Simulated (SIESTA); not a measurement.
NaLaHf2O6:

```xyz
10
Lattice="0.0000 4.1069 4.1069 4.1069 0.0000 4.1069 4.1069 4.1069 0.0000" Properties=species:S:1:pos:R:3 pbc="T T T"
Hf    6.1604    6.1604    6.1604
Hf    2.0535    2.0535    2.0535
La    0.0000    0.0000    0.0000
Na    4.1069    4.1069    4.1069
O     2.0535    0.0000    2.0535
O     2.0535    4.1069    2.0535
O     0.0000    2.0535    2.0535
O     4.1069    2.0535    2.0535
O     2.0535    2.0535    0.0000
O     2.0535    2.0535    4.1069
```

The cell comes from a database or a generator and needn't be the stable form of this composition.

* Program: SIESTA 5.4.2
* Task: single point
* Functional: PBEsol
* Potentials or basis: PseudoDojo 0.4 standard (PBEsol files)
* Basis: DZP (energy shift 0.003 Ry; two zetas on semicore shells)
* Grid cutoff: 800 Ry
* Energy shift: 0.003 Ry
* k mesh: 6 × 6 × 6
* Occupations: fermi-dirac, width 0.05 eV
* Spin: no spin polarisation

On this cell: pressure -1.4 GPa; largest force zero by symmetry; band gap on the k mesh 2.77 eV, direct.

The same run follows on a disturbed copy (atoms moved at random, drawn with an rms of 0.05 Å):

```
CELL_PARAMETERS angstrom
0.00000 4.10692 4.10692
4.10692 0.00000 4.10692
4.10692 4.10692 0.00000
ATOMIC_POSITIONS crystal
Hf 0.74791 0.76413 0.73237
Hf 0.26047 0.24398 0.24208
La 0.99989 0.99029 0.01368
Na 0.51553 0.51168 0.48912
O 0.01721 0.49561 0.99151
O 0.50150 0.00443 0.49996
O 0.49970 0.99536 0.00836
O 0.00211 0.50189 0.50230
O 0.99991 0.99969 0.50163
O 0.49262 0.49111 0.00260
```

Question: What does the disturbed cell give?

Answer: The energy moves by +32.1 meV/atom; pressure -0.1 GPa; largest force 2.641 eV/Å; band gap on the k mesh 2.52 eV, direct.

Forces in eV/Å, atoms in the order of the input:
```
Hf   0.007  2.390 -1.124
Hf   1.397 -0.836 -0.509
La  -0.242 -0.202  0.209
Na   0.008 -0.027 -0.134
O    0.338 -1.013 -0.366
O   -0.103 -0.261 -0.071
O   -1.278  0.276 -0.270
O   -0.337 -0.345 -0.037
O    0.045 -0.132  0.076
O    0.167  0.146  2.224
```

Stress tensor (GPa, compression positive):
```
-0.70  0.47 -1.07
 0.47  0.22  0.55
-1.07  0.55  0.17
```

Caveats: short orbitals over semicore shells can move pressures by several GPa; spin-orbit coupling is left out, which moves the levels of the heavy elements; the basis of atomic orbitals isn't converged, which shifts pressures, moduli and gaps.

A k mesh can miss the band edges.
